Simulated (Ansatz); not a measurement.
Crystal: LiY3.

```
Y Li
1.0
     0.00000    3.89985    3.89985
     3.89985    0.00000    3.89985
     3.89985    3.89985    0.00000
Y Li
3 1
Direct
  0.50000 0.50000 0.50000
  0.75000 0.75000 0.75000
  0.25000 0.25000 0.25000
  0.00000 0.00000 0.00000
```

The cell comes from a database or a generator and needn't be the stable form of this composition.

* Program: Ansatz 0.2.0
* Task: single point
* Functional: PBE
* Potentials or basis: Ansatz PAW
* Cutoff: 420 eV (not typed: the program's choice for these potentials)
* k mesh: 6 × 6 × 6
* Occupations: fermi-dirac, width 0.05 eV
* Spin: no spin polarisation

On this cell: pressure 0.0 GPa; largest force zero by symmetry; band gap on the k mesh none (metal or under the smearing width).

The same run follows on a disturbed copy (atoms moved at random, drawn with an rms of 0.05 Å):

```
Y Li
1.0
     0.00000    3.89985    3.89985
     3.89985    0.00000    3.89985
     3.89985    3.89985    0.00000
Y Li
3 1
Direct
  0.49721 0.50498 0.49639
  0.75451 0.75445 0.74265
  0.24629 0.24196 0.25742
  0.00572 0.99964 0.98730
```

Task: What changes?

Result: The energy (extrapolated to zero smearing) moves by +2.9 meV/atom; pressure 0.0 GPa; largest force 0.234 eV/Å; band gap on the k mesh none (metal or under the smearing width).

Forces in eV/Å, atoms in the order of the input:
```
Y   -0.037  0.095 -0.052
Y   -0.002 -0.028 -0.097
Y   -0.034 -0.123  0.196
Li   0.072  0.057 -0.047
```

Stress tensor (GPa, compression positive):
```
 0.02 -0.22  0.06
-0.22  0.02  0.00
 0.06  0.00  0.07
```
